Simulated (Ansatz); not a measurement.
Consider a convergence test of the plane-wave cutoff of Sc₃Hg, space group Pm-3m (the Python package of Ansatz (0.2.0)).

Script `run_ecut.py`:
```python
"""Convergence of Sc3Hg with the plane-wave cutoff."""

import warnings

import ansatz as az


def main() -> None:
    warnings.simplefilter("ignore", az.DeckWarning)

    structure = (
        az.Lattice.of((4.46465, 0.0, 0.0), (0.0, 4.46465, 0.0), (0.0, 0.0, 4.46465))
        .atom("Sc", (0.0, 0.5, 0.5))
        .atom("Sc", (0.5, 0.0, 0.5))
        .atom("Sc", (0.5, 0.5, 0.0))
        .atom("Hg", (0.0, 0.0, 0.0))
    )

    base = (
        structure.calculation()
        .kpoints(5, center="gamma")
        .occupations("fermi_dirac")
        .functional("pbesol", dispersion="d3bj")
        .forces()
        .stress()  # positive in compression
    )

    rows = []
    for value in [250, 350, 450, 550]:
        rep = base.basis(value).run().report
        rows.append((value, rep["free_energy_ev"] / len(rep["lattice"]["sites"]), rep["n_iterations"], sum(rep["stress_gpa"][i][i] for i in range(3)) / 3, max(abs(f) for row in rep["forces_ev_ang"] for f in row), rep["n_pw"]))

    print(" cutoff (eV)   F/atom (eV)    iterations       P (GPa)  max component (eV/A)   plane waves")
    for row in rows:
        print(f"{str(row[0]):>12s}  {row[1]:12.5f}  {row[2]:12d}  {row[3]:12.3f}  {row[4]:20.4f}  {row[5]:12d}")

    # differences from the last row
    for row in rows[:-1]:
        shift = 1000 * (row[1] - rows[-1][1])
        print(f"{row[0]}: {shift:+.2f} meV/atom" + ("  (within 2 meV)" if abs(shift) < 2 else ""))


if __name__ == "__main__":
    main()
```

From which cutoff on is the energy per atom within 2 meV of the last row, and how does it get there?

From 450 eV on it stays within 2 meV an atom of the value at 550 eV; the first row (250 eV) is off by 622.3 meV and the last but one by 0.38 meV. The energy falls steadily, as expected when plane waves are added. The pressure moves from -5.87 to -5.79 GPa (the program's stress holds a Pulay correction, so it settles early).

The output:

`python run_ecut.py` gives:
```text
 cutoff (eV)   F/atom (eV)    iterations       P (GPa)  max component (eV/A)   plane waves
         250   -5000.65401             7        -5.870                0.0000           799
         350   -5001.27312             7        -5.773                0.0000          1357
         450   -5001.27595             7        -5.791                0.0000          1935
         550   -5001.27632             7        -5.792                0.0000          2553
250: +622.31 meV/atom
350: +3.20 meV/atom
450: +0.38 meV/atom  (within 2 meV)
```

Dispersion corrections can be off by several per cent in the lattices of metals, and by several GPa in the pressure at a fixed cell. For a metal this k-point mesh is coarse: on a finer one energies can move by several to tens of meV an atom and pressures by half a GPa or more, differences at one mesh by less. Forces vanish by symmetry here and test nothing. Pressure is positive in compression. Spin-orbit coupling, which matters for elements this heavy, is left out. This cell is a computed structure, which may not be the phase found in nature. Shifts are counted from the last row, which is itself no proven limit. The script silences the warnings on its input, which a real study should read. Run time: 6.3 s on 1 thread of Intel(R) Xeon(R) Processor @ 2.30GHz, with other jobs on the host, peak memory 0.57 GiB.
